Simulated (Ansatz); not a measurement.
**One shape, several levels: quartet SiH3O4**

We compute a comparison of 6 runs (UHF/6-31G*, U-revPBE/6-31G*, UBHLYP/6-31G*, UBLYP/6-31G*, RPA@PBE/6-31G*, UCCSD/6-31G*) of quartet SiH3O4. 

The results are computed with Ansatz 0.2.0.

60 further runs of the same task are left out: 4 that didn't finish, 56 set aside as unsound or not needed. Runs told in other sessions of the task aren't counted.

## 1. Starting point

SiH3O4 has 8 atoms, charge 0, and is taken as a quartet. SMILES of the parent species: `[O][Si](O)(O)O`. Geometry: relaxed at PBE0-D4/def2-TZVP. This is one conformer, not always the lowest. That shape belongs to the parent species and isn't relaxed for this state.

Bond lengths: O1–Si2 1.656 Å, Si2–O3 1.631 Å, Si2–O4 1.622 Å, Si2–O5 1.624 Å, O3–H6 0.959 Å, O4–H7 0.959 Å, O5–H8 0.958 Å. Angles: O1–Si2–O3 102.2°, O1–Si2–O4 107.0°, O1–Si2–O5 116.5°, O3–Si2–O4 116.6°, O3–Si2–O5 108.2°, O4–Si2–O5 106.6°, Si2–O3–H6 117.6°, Si2–O4–H7 116.9°, Si2–O5–H8 118.2°.

## 2. A single-point energy at UHF/6-31G(d) (spherical functions) (run 1)

in.yaml reads:

```yaml
crystal:
  periodic: [false, false, false]
  atoms:
    - {symbol: O, position_ang: [-1.417600, 0.247800, 1.193000]}
    - {symbol: Si, position_ang: [-0.195800, 0.058700, 0.091000]}
    - {symbol: O, position_ang: [1.117100, -0.067300, 1.049800]}
    - {symbol: O, position_ang: [-0.249900, 1.339100, -0.902700]}
    - {symbol: O, position_ang: [-0.266300, -1.263500, -0.849700]}
    - {symbol: H, position_ang: [1.271400, 0.633000, 1.686700]}
    - {symbol: H, position_ang: [-0.094000, 1.173100, -1.833800]}
    - {symbol: H, position_ang: [-0.165000, -2.120800, -0.434300]}
basis:
  gaussian: {orbitals: 6-31G_st_-spherical.json}
magnetization: {spin_polarized: true, initial_magnetization: 3}
hamiltonian: {xc: hf}
accuracy: high
output: {orbitals: {seedname: orbitals}}
```

The basis set 6-31G* is read from a file made from the Basis Set Exchange's data (not shown).

Run with:

```bash
$ ansatz run in.yaml --threads 1 --pin off --max-ram 3480MiB --events-out events.jsonl --progress --plain --runs-dir runs
```

Standard output (excerpt; [...] marks lines left out):

```text
Warning: RAYON_NUM_THREADS=1 ignored (pool sized by the plan → 1); use --threads N
Functional definition: HF
  name "HF"
[...]
1762 factors; integrals over basis functions are off by at most 3.3e-9 eV
[...]
mean field -16053.19052826 eV, -589.9438706702 hartree, gradient 2.2e-8 eV, S^2 3.762981; 5 other end points of the search recorded, 0 dependent functions left out
reference -16053.19052826 eV, -589.9438706702 hartree; 26, 23 occupied and 54, 57 virtual orbitals, 1762 factors
Total energy: -16053.19052826 eV, -589.9438706702 hartree
```

Run time: 21 s. Hardware: 1 thread of Arm Neoverse V2, shared host; peak memory 0.41 GiB.

## 3. The energy at U-revPBE/6-31G(d) (spherical functions) (run 2)

Changes to in.yaml since step 2:

```diff
@@ -12,6 +12,10 @@
 basis:
-  gaussian: {orbitals: 6-31G_st_-spherical.json}
-magnetization: {spin_polarized: true, initial_magnetization: 3}
-hamiltonian: {xc: hf}
+  gaussian:
+    orbitals: 6-31G_st_-spherical.json
+output: {orbitals: {seedname: orbitals}}
+hamiltonian:
+  xc: {name: revPBE}
+magnetization:
+  spin_polarized: true
+  initial_magnetization: 3
 accuracy: high
-output: {orbitals: {seedname: orbitals}}
```

The basis set 6-31G* is read from a file made from the Basis Set Exchange's data (not shown).

Run with:

```bash
$ ansatz run in.yaml --threads 1 --pin off --max-ram 3480MiB --events-out events.jsonl --progress --plain --runs-dir runs
```

Standard output (excerpt; [...] marks lines left out):

```text
Warning: RAYON_NUM_THREADS=1 ignored (pool sized by the plan → 1); use --threads N
Functional definition: revPBE
  name "revPBE"
[...]
1762 factors; integrals over basis functions are off by at most 3.3e-9 eV
[...]
mean field -16104.38739501 eV, -591.8253208208 hartree, gradient 2.8e-8 eV, S^2 3.755948; 10 other end points of the search recorded, 0 dependent functions left out
reference -16104.38739949 eV, -591.8253209856 hartree; 26, 23 occupied and 54, 57 virtual orbitals, 1762 factors
Total energy: -16104.38739949 eV, -591.8253209856 hartree
```

Run time: 21 s. Hardware: 1 thread of Arm Neoverse V2, shared host; peak memory 0.26 GiB.

Runs 3 to 5 aren't shown in full; the table further down has their settings and results.

## 4. The energy at UCCSD/6-31G(d) (spherical functions) (run 6)

input.yaml reads:

```yaml
crystal:
  periodic: [false, false, false]
  atoms:
    - {symbol: O, position_ang: [-1.417600, 0.247800, 1.193000]}
    - {symbol: Si, position_ang: [-0.195800, 0.058700, 0.091000]}
    - {symbol: O, position_ang: [1.117100, -0.067300, 1.049800]}
    - {symbol: O, position_ang: [-0.249900, 1.339100, -0.902700]}
    - {symbol: O, position_ang: [-0.266300, -1.263500, -0.849700]}
    - {symbol: H, position_ang: [1.271400, 0.633000, 1.686700]}
    - {symbol: H, position_ang: [-0.094000, 1.173100, -1.833800]}
    - {symbol: H, position_ang: [-0.165000, -2.120800, -0.434300]}
basis:
  gaussian:
    orbitals: 6-31G_st_-spherical.json
correlation:
  method: ccsd
  frozen_orbitals: {H: 0, O: 1, Si: 5}
scf:
  omitted_lower_state_checks: [cluster_reference, increment]
magnetization:
  spin_polarized: true
  initial_magnetization: 3
accuracy: high
```

The basis set 6-31G* is read from a file made from the Basis Set Exchange's data (not shown).

Run with:

```bash
$ ansatz run input.yaml --threads 1 --pin off --max-ram 3480MiB --events-out events.jsonl --progress --plain --runs-dir runs
```

Standard output:

```text
Warning: RAYON_NUM_THREADS=1 ignored (pool sized by the plan → 1); use --threads N
[... 19 lines left out ...]
9 core orbitals not correlated: weight in the atoms' cores, before any rotation towards them, 1.000 or more for the frozen orbitals, at most 0.000 for the correlated occupied ones
[... 59 lines left out ...]
Total energy: -16073.49935972 eV, -590.6902064604 hartree
Checks for a lower state left out: cluster_reference, increment
```

Wall time 2.5 min (1 thread of Arm Neoverse V2, shared host); peak memory 0.78 GiB.

## 5. The series

| run | level | frozen core orbitals | energy (Eh) | HOMO energy (eV) | ⟨S²⟩ | wall time |
| --- | --- | --- | --- | --- | --- | --- |
| 1 | UHF/6-31G* (spherical functions) | – | -589.943871 | -3.66 | 3.763 | 21 s |
| 2 | U-revPBE/6-31G* (spherical functions) | – | -591.825321 | -0.62 | 3.756 | 21 s |
| 3 | UBHLYP/6-31G* (spherical functions) | – | -591.809498 | -2.10 | 3.764 | 22 s |
| 4 | UBLYP/6-31G* (spherical functions) | – | -591.945164 | -0.61 | 3.756 | 18 s |
| 5 | RPA@PBE/6-31G* (spherical functions) | 9 | -591.040786 | – | 3.756 | 27 s |
| 6 | UCCSD/6-31G* (spherical functions) | 9 | -590.690206 | – | 3.763 | 2.5 min |

## 6. Summary of results

| quantity | value |
| --- | --- |
| run 6: total energy | -590.69021 Eh |
| run 6: correlation energy (9 core orbitals frozen) | -746.3 mEh |
| run 6: ⟨S²⟩ of the reference determinant | 3.763 |
| run 6: T1 diagnostic | 0.047 |

What this shows: Totals of different functionals can't be ranked against each other. All runs together took 4.4 min, the longest 2.5 min.
